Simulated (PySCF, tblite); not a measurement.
# CH₁₂Si₅, a small molecule taken as a stand-in for a surface group (Si 5-ring): NMR shifts, core binding energies and electronic excitations, part 2 of 2

tblite 0.8.0 and PySCF 2.14.0. Atoms count from 0, parts from 1. Earlier steps stand in the parts before.

### 5 X-ray photoelectron lines: SCAN, X2C

The job: settings as JSON, then the geometry in Å.

```
{"job": {"kind": "xps", "holes": 5}, "charge": 0, "multiplicity": 1}
Si     0.496427    -1.793581     0.884563
Si     1.975605    -0.578082    -0.491912
Si     1.232941     1.666604    -0.361738
Si    -0.569527     1.622366     1.154956
Si    -1.467676    -0.508992     0.737067
C     -2.118660    -0.571398    -1.037219
H      0.337433    -3.213524     0.436784
H      1.008488    -1.781435     2.292348
H      3.404041    -0.709814    -0.066050
H      1.854927    -1.064703    -1.903845
H      0.733510     2.102089    -1.705826
H      2.328445     2.594385     0.060019
H     -1.524164     2.756581     0.947286
H     -0.033903     1.682900     2.552936
H     -2.517043    -0.923125     1.720891
H     -2.977091     0.105564    -1.165563
H     -1.333335    -0.263835    -1.745939
H     -2.438338    -1.590446    -1.303527
```

Method: delta-SCF UKS SCAN, pcX-2 on the ionised atom, pcseg-1 elsewhere, spin-free X2C.

The program printed:

```text
ground state, core basis on atom 0 (Si), 206 functions
  cycle   1  E = -1495.54985868  |g| = 3.81e-01
  cycle   2  E = -1495.51627778  |g| = 4.93e-01
  cycle   3  E = -1495.58878533  |g| = 5.10e-02
  cycle   4  E = -1495.58962503  |g| = 2.37e-02
  cycle   5  E = -1495.58985839  |g| = 4.52e-03
  cycle   6  E = -1495.58986570  |g| = 9.16e-04
  cycle   7  E = -1495.58986475  |g| = 2.96e-04
  E(ground) = -1495.70870571 Eh
hole in Si 2p of atom 0
  cycle   1  E = -1491.32844607  |g| = 1.24e+00
  cycle   2  E = -1490.90537004  |g| = 1.28e+00
  cycle   3  E = -1491.59204534  |g| = 3.15e-01
  cycle   4  E = -1491.67032477  |g| = 1.11e-01
  cycle   5  E = -1491.67865099  |g| = 4.15e-02
  cycle   6  E = -1491.67974724  |g| = 7.94e-03
  cycle   7  E = -1491.67977786  |g| = 3.53e-03
  cycle   8  E = -1491.67978890  |g| = 8.33e-04
  cycle   9  E = -1491.67978927  |g| = 3.77e-04
  E(ion) = -1491.81030568 Eh   <S^2> = 0.7528   hole on atom = 1.002   binding energy = 106.081 eV
  2p3/2 = 105.879 eV   2p1/2 = 106.502 eV
ground state, core basis on atom 1 (Si), 206 functions
  cycle   1  E = -1495.58946604  |g| = 2.86e-01
  cycle   2  E = -1495.58953014  |g| = 3.05e-02
  cycle   3  E = -1495.58948825  |g| = 2.36e-02
  cycle   4  E = -1495.58962726  |g| = 6.51e-03
  cycle   5  E = -1495.58964663  |g| = 5.50e-04
  cycle   6  E = -1495.58964565  |g| = 1.46e-04
  E(ground) = -1495.70857409 Eh
hole in Si 2p of atom 1
  cycle   1  E = -1491.32548053  |g| = 1.24e+00
  cycle   2  E = -1490.87767353  |g| = 1.29e+00
  cycle   3  E = -1491.58707330  |g| = 3.12e-01
  cycle   4  E = -1491.66795964  |g| = 1.06e-01
  cycle   5  E = -1491.67686592  |g| = 2.62e-02
  cycle   6  E = -1491.67738213  |g| = 7.18e-03
  cycle   7  E = -1491.67742361  |g| = 2.14e-03
  cycle   8  E = -1491.67742603  |g| = 9.45e-04
  cycle   9  E = -1491.67742566  |g| = 3.96e-04
  E(ion) = -1491.80765459 Eh   <S^2> = 0.7534   hole on atom = 1.002   binding energy = 106.149 eV
  2p3/2 = 105.947 eV   2p1/2 = 106.570 eV
ground state, core basis on atom 3 (Si), 206 functions
  cycle   1  E = -1495.58949471  |g| = 2.86e-01
  cycle   2  E = -1495.58955430  |g| = 2.98e-02
  cycle   3  E = -1495.58953054  |g| = 2.19e-02
  cycle   4  E = -1495.58964907  |g| = 6.36e-03
  cycle   5  E = -1495.58966654  |g| = 5.96e-04
  cycle   6  E = -1495.58966602  |g| = 1.34e-04
  E(ground) = -1495.70870663 Eh
hole in Si 2p of atom 3
  cycle   1  E = -1491.32821309  |g| = 1.24e+00
  cycle   2  E = -1490.90251258  |g| = 1.28e+00
  cycle   3  E = -1491.59155139  |g| = 3.16e-01
  cycle   4  E = -1491.67038264  |g| = 1.12e-01
  cycle   5  E = -1491.67894939  |g| = 4.10e-02
  cycle   6  E = -1491.68001941  |g| = 8.13e-03
  cycle   7  E = -1491.68005305  |g| = 3.46e-03
  cycle   8  E = -1491.68006225  |g| = 8.25e-04
  cycle   9  E = -1491.68006225  |g| = 3.55e-04
  E(ion) = -1491.81023399 Eh   <S^2> = 0.7531   hole on atom = 1.002   binding energy = 106.083 eV
  2p3/2 = 105.881 eV   2p1/2 = 106.504 eV
ground state, core basis on atom 4 (Si), 206 functions
  cycle   1  E = -1495.59144187  |g| = 2.86e-01
  cycle   2  E = -1495.59149856  |g| = 3.09e-02
  cycle   3  E = -1495.59144553  |g| = 2.49e-02
  cycle   4  E = -1495.59161322  |g| = 6.74e-03
  cycle   5  E = -1495.59163060  |g| = 6.80e-04
  cycle   6  E = -1495.59163026  |g| = 1.46e-04
  E(ground) = -1495.71063471 Eh
hole in Si 2p of atom 4
  cycle   1  E = -1491.32961761  |g| = 1.24e+00
  cycle   2  E = -1490.86136844  |g| = 1.33e+00
  cycle   3  E = -1491.59047409  |g| = 3.29e-01
  cycle   4  E = -1491.67383735  |g| = 1.02e-01
  cycle   5  E = -1491.68175074  |g| = 2.08e-02
  cycle   6  E = -1491.68207891  |g| = 6.94e-03
  cycle   7  E = -1491.68211434  |g| = 2.19e-03
  cycle   8  E = -1491.68211663  |g| = 7.33e-04
  cycle   9  E = -1491.68211817  |g| = 3.20e-04
  E(ion) = -1491.81257029 Eh   <S^2> = 0.7523   hole on atom = 1.002   binding energy = 106.072 eV
  2p3/2 = 105.870 eV   2p1/2 = 106.493 eV
ground state, core basis on atom 5 (C), 195 functions
  cycle   1  E = -1495.49831148  |g| = 5.89e-02
  cycle   2  E = -1495.49824766  |g| = 2.52e-02
  cycle   3  E = -1495.49829020  |g| = 2.19e-02
  cycle   4  E = -1495.49844246  |g| = 2.27e-03
  cycle   5  E = -1495.49844394  |g| = 4.02e-04
  E(ground) = -1495.65885656 Eh
hole in C 1s of atom 5
  cycle   1  E = -1484.25558311  |g| = 1.51e+00
  cycle   2  E = -1483.58543188  |g| = 1.78e+00
  cycle   3  E = -1484.78372794  |g| = 3.25e-01
  cycle   4  E = -1484.82533695  |g| = 1.13e-01
  cycle   5  E = -1484.83433396  |g| = 3.79e-02
  cycle   6  E = -1484.83537409  |g| = 6.56e-03
  cycle   7  E = -1484.83540886  |g| = 3.54e-03
  cycle   8  E = -1484.83542093  |g| = 1.29e-03
  cycle   9  E = -1484.83542312  |g| = 6.75e-04
  cycle  10  E = -1484.83542166  |g| = 1.54e-04
  E(ion) = -1484.99486247 Eh   <S^2> = 0.7678   hole on atom = 1.000   binding energy = 290.182 eV
```

Wall time 60 s (1 thread of Arm Neoverse V1, shared host); peak memory 0.81 GiB.

The holes in one table. −ε is the ground-state orbital energy:

```
       hole  stands for                   environment  ΔSCF (eV; 2p as the shell's mean)  −ε (eV)   ⟨S²⟩
Si2p on Si0         Si0   silicon bonded to 2 Si, 2 H                             106.09     96.0  0.753
Si2p on Si1         Si1   silicon bonded to 2 Si, 2 H                             106.15     96.1  0.753
Si2p on Si3         Si3   silicon bonded to 2 Si, 2 H                             106.09     96.0  0.753
Si2p on Si4         Si4  silicon bonded to C, 2 Si, H                             106.08     96.1  0.752
  C1s on C5          C5      carbon bonded to Si, 3 H                             290.18    273.6  0.768
```

With the spin-orbit splitting: Si0 2p3/2 105.88, 2p1/2 106.50 eV; Si1 2p3/2 105.95, 2p1/2 106.57 eV; Si3 2p3/2 105.88, 2p1/2 106.50 eV; Si4 2p3/2 105.87, 2p1/2 106.49 eV. The table gives each 2p level as the mean over the whole 2p shell (two parts 2p3/2, one part 2p1/2), which differs a little from the single hole in the log.

### 6 TDDFT and polarisability: CAM-B3LYP/def2-SVPD

Same as in step 5 but for these lines:

```diff
@@ -1,2 +1,2 @@
-{"job": {"kind": "xps", "holes": 5}, "charge": 0, "multiplicity": 1}
+{"job": {"kind": "uv", "xc": "CAM-B3LYP", "basis": "def2-SVPD", "nstates": 6, "ntriplets": 2, "ip": true}, "charge": 0, "multiplicity": 1}
 Si     0.496427    -1.793581     0.884563
```

Level: TDDFT CAM-B3LYP/def2-SVPD, vertical, gas phase, core orbitals frozen in the response.

The program printed:

```text
coarse grid: 16648 points
cycle   1  E = -1492.0877037032  dE = -1.084e-01  |g| = 2.703e-01  |ddm| = 4.899e+00
cycle   2  E = -1492.1033213890  dE = -1.562e-02  |g| = 1.956e-01  |ddm| = 6.498e-01
cycle   3  E = -1492.1141550023  dE = -1.083e-02  |g| = 3.903e-02  |ddm| = 2.984e-01
cycle   4  E = -1492.1146920528  dE = -5.371e-04  |g| = 7.616e-03  |ddm| = 8.950e-02
cycle   5  E = -1492.1147140831  dE = -2.203e-05  |g| = 2.155e-03  |ddm| = 2.002e-02
cycle   6  E = -1492.1147160311  dE = -1.948e-06  |g| = 4.546e-04  |ddm| = 5.959e-03
final grid: 135304 points
cycle   7  E = -1492.3069792292  dE = -1.143e-05  |g| = 1.759e-03  |ddm| = 3.996e-02
cycle   8  E = -1492.3069793958  dE = -1.667e-07  |g| = 1.642e-03  |ddm| = 5.943e-03
cycle   9  E = -1492.3069800979  dE = -7.021e-07  |g| = 9.354e-05  |ddm| = 1.831e-03
cycle  10  E = -1492.3069801021  dE = -4.216e-09  |g| = 3.737e-05  |ddm| = 3.768e-04
cycle  11  E = -1492.3069801028  dE = -6.739e-10  |g| = 8.254e-06  |ddm| = 1.110e-04
converged SCF energy = -1492.3069801028

Static polarisability (au): isotropic 159.182, principal 137.658 169.497 170.391

Singlet excitations
state   eV       nm        f      main configurations
  1   5.5617    222.9   0.00929   H->L 0.94
  2   5.7527    215.5   0.00472   H-1->L 0.90
  3   6.3667    194.7   0.00356   H->L+1 0.72, H->L+2 0.17
  4   6.5422    189.5   0.01273   H-1->L+1 0.44, H->L+2 0.18, H->L+3 0.09
  5   6.5530    189.2   0.01297   H->L+2 0.46, H-1->L+1 0.18, H->L+1 0.13
  6   6.6280    187.1   0.00335   H-3->L 0.40, H->L+4 0.34, H-1->L+3 0.10

Triplet excitations (Tamm-Dancoff, eV): 5.1977 5.3756
Vertical ionisation energy (delta-SCF) = 9.0804 eV
```

Run time: 3.9 min. Hardware: 1 thread of Arm Neoverse V1, shared host; peak memory 1.3 GiB.

Frontier orbitals and where they lie:

```csv
orbital,eV,atoms
HOMO−3,-9.53,"Si3 20 %, Si0 18 %, Si1 13 %"
HOMO−2,-9.48,"Si4 22 %, Si2 14 %, Si1 11 %"
HOMO−1,-8.86,"Si1 27 %, Si2 26 %, Si0 13 %"
HOMO,-8.55,"Si4 26 %, Si3 20 %, Si0 20 %"
LUMO,0.20,"Si1 16 %, Si2 16 %, Si0 13 %"
LUMO+1,0.60,"Si1 17 %, Si2 16 %, Si0 12 %"
LUMO+2,0.77,"Si2 18 %, Si1 18 %, Si3 11 %"
```

With each of the 6 states as a Gaussian band of 0.4 eV half-width at 1/e, the curve within the window shown has maxima at 220 nm (ε 550), 190 nm (ε 1,300) L/(mol cm). Beyond the last state computed it falls off for lack of states. The curve at chosen wavelengths:

```
 nm  ε (L/mol/cm)
179           519
182           819
185          1097
187          1226
190          1293
193          1208
196          1021
199           805
201           677
204           539
207           473
210           467
213           495
215           519
218           545
221           548
224           521
227           468
229           423
232           348
235           273
238           204
241           146
243           115
246            77
249            50
```

Further results of this job:

```
           property  computed
  dipole moment (D)      0.85
polarisability (Å³)     23.59
 HOMO–LUMO gap (eV)      8.75
      −ε(HOMO) (eV)      8.55
```

### 7 Results

What follows sums up all 2 parts.

| quantity | value |
| --- | --- |
| rotational constants (main isotopes) | 1.26, 1.13, 0.79 GHz |
| ¹³C shifts against TMS (PBE0/pcSseg-1) | -8.5 ppm |
| ¹H shifts against TMS (PBE0/pcSseg-1) | 4.22, 3.63, 3.62, 3.61, 3.61, 3.55, 3.54, 3.36, 3.34, 0.37, 0.36, -0.16 ppm |
| ²⁹Si shifts against TMS (PBE0/pcSseg-1) | -69.9, -109.0, -109.3, -115.7, -116.6 ppm |
| potential on the surface of density 0.002 e/bohr³, 1st and 99th percentile | 0.03 V and 0.93 V |
| Si2p binding energies, SCAN/pcX-2 (standing for 4 of 5 atoms) | Si1 106.15, Si3 106.09, Si0 106.09, Si4 106.08 eV |
| C1s binding energies, SCAN/pcX-2 | C5 290.18 eV |
| lowest singlet (CAM-B3LYP/def2-SVPD) | 5.56 eV (223 nm), f = 0.009 |
| brightest single state of those computed | state 5, 6.55 eV, f = 0.013 |
| lowest triplet | 5.20 eV |
| vertical ionisation energy (ΔSCF) | 9.08 eV |

**Reading.** The start of the PBE0/def2-SVP relaxation was shaken at random by about 0.01 Å, so part of the energy gained, and of the first lengths quoted, undoes that. The optimisation took 11 steps and gained 0.300 eV; among the close pairs (by a distance rule), Si2–Si3 changed most, from 2.291 to 2.356 Å (PBE0/def2-SVP). No frequency check was run at this level, so the end point may be a saddle. Hydrogens of an XH3 group are listed apart at this fixed geometry; free rotation makes them one line at their mean. At PBE0/pcSseg-1: Shielding is most anisotropic at Si4 (span 47 ppm, paramagnetic term -460 ppm). By nearest atom (PBE0/pcSseg-1), the HOMO sits on Si4 25 %; Si0, Si3 about 18 % each and the LUMO on Si1, Si2 about 11 % each; Si0, Si3, Si4 about 8 % each. At SCAN/pcX-2: the Si2p levels computed lie within 0.08 eV of one another, too close to rank. Only 4 of the 5 Si atoms are covered by sound results. The first singlet state (HOMO→LUMO 0.94) lies at 5.56 eV and is weak; of the 6 states computed, the strongest absorption comes from states 4 to 5 together at 6.55 eV. The lowest triplet lies 0.36 eV below the lowest singlet (triplets in Tamm-Dancoff, singlets in full TDDFT). The orbital energy would give 8.55 eV for ionisation, ΔSCF gives 9.08 eV. A capped cluster stands for the solid here, so long-range fields and strain are missing, and bands or shifts of the capping hydrogens have no counterpart in it.
